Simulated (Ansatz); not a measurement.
# C2H5Bi (BiH2(vinyl)): the cost of one run

Method: the settings change from run to run; program: Ansatz 0.2.0, Gaussian basis.

### 1 The relaxed structure

The geometry comes from an earlier relaxation with PBE-D4 in a triple-zeta def2 set; it is a stationary point, not always the lowest conformer. Bi takes a core potential in def2 sets; no spin-orbit term is included.

8 atoms, charge 0, spin multiplicity 1.

Atoms are counted from 1 here; the program's logs count them from 0.

Bond lengths: Bi1–H2 1.812 Å, Bi1–H3 1.812 Å, Bi1–C4 2.258 Å, C4–C5 1.334 Å, C4–H6 1.093 Å, C5–H7 1.095 Å, C5–H8 1.096 Å. Angles: H2–Bi1–H3 89.1°, H2–Bi1–C4 92.5°, H3–Bi1–C4 92.6°, Bi1–C4–C5 121.4°, Bi1–C4–H6 117.8°, C5–C4–H6 120.8°, C4–C5–H7 122.6°, C4–C5–H8 121.8°, H7–C5–H8 115.6°.

### 2 CCSD/def2-SVP

Set apart from the defaults: charge -1, multiplicity 2, atoms shaken by 0.03 Å, correlated electrons set to all, high accuracy.

Input file in.yaml:

```yaml
crystal:
  periodic: [false, false, false]
  atoms:
    - {symbol: Bi, position_ang: [0.791939, 1.413148, 0.866323]}
    - {symbol: H, position_ang: [2.168814, 1.426412, -0.214599]}
    - {symbol: H, position_ang: [-0.032330, 2.654574, -0.186342]}
    - {symbol: C, position_ang: [-0.186795, -0.298545, -0.314128]}
    - {symbol: C, position_ang: [-0.683975, -1.364763, 0.327056]}
    - {symbol: H, position_ang: [-0.212781, -0.211840, -1.383663]}
    - {symbol: H, position_ang: [-0.695794, -1.454032, 1.353707]}
    - {symbol: H, position_ang: [-1.133666, -2.213374, -0.340795]}
basis:
  gaussian: {orbitals: def2-SVP}
total_charge: -1
magnetization: {spin_polarized: true, initial_magnetization: 1}
hamiltonian: {xc: {name: HF}}
correlation: {method: ccsd, electrons: all}
accuracy: high
```

Command:

```console
ansatz run in.yaml --threads 4 --pin off --events-out ev --progress --plain --max-ram 3916MiB
```

Q: Estimate wall time and peak memory on 4 threads of Arm Neoverse V2, shared host.

About 1.9 min, with a peak of 1.2 GiB.
